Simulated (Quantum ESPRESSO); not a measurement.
Input of a Quantum ESPRESSO 7.5 run:

Contents of pw.in:

```
&CONTROL
  calculation = 'scf'
  prefix = 'pwscf'
  outdir = './tmp'
  pseudo_dir = './pseudo'
  tprnfor = .true.
  tstress = .true.
  disk_io = 'nowf'
/
&SYSTEM
  ibrav = 0
  nat = 5
  ntyp = 2
  ecutwfc = 55
  ecutrho = 440
  nbnd = 48
  occupations = 'smearing'
  smearing = 'fd'
  degauss = 0.00367493
/
&ELECTRONS
  conv_thr = 1d-09
  electron_maxstep = 120
  mixing_beta = 0.5
/
ATOMIC_SPECIES
Zr    91.2240 Zr_pbe_v1.uspp.F.UPF
Ir   192.2170 Ir_pbe_v1.2.uspp.F.UPF
CELL_PARAMETERS angstrom
  -1.9796120000    1.9796120000    4.7761018700
   1.9796120000   -1.9796120000    4.7761018700
   1.9796120000    1.9796120000   -4.7761018700
ATOMIC_POSITIONS crystal
Zr     0.0000000000    0.0000000000    0.0000000000
Ir     0.7500000000    0.2500000000    0.5000000000
Ir     0.2500000000    0.7500000000    0.5000000000
Ir     0.3829900000    0.3829900000    0.0000000000
Ir     0.6170100000    0.6170100000    0.0000000000
K_POINTS automatic
9 9 9 0 0 0
```

Potentials or basis: SSSP 1.3 efficiency PBE.

The run is started by

```bash
$ OMP_NUM_THREADS=1 pw.x -in pw.in > pw.out
```

Estimate the band gap on the k mesh.

none (metal or under the smearing width).

Estimate the pressure.

69.2 GPa.

What does it give for the largest force?

4.311 eV/Å.

Forces on the atoms (eV/Å):
```
Zr   0.000  0.000  0.000
Ir   0.000  0.000  0.000
Ir   0.000  0.000  0.000
Ir   0.000  0.000  4.311
Ir   0.000  0.000 -4.311
```

Caveat: a pressure of tens of GPa on the cell as given is suspect, and the run, the potentials or the cell itself is likely at fault; forces of over 1 eV/Å show positions far from the minimum, so gaps and moduli don't describe the material at rest. Spin-orbit coupling is left out, which matters for the levels of Ir.
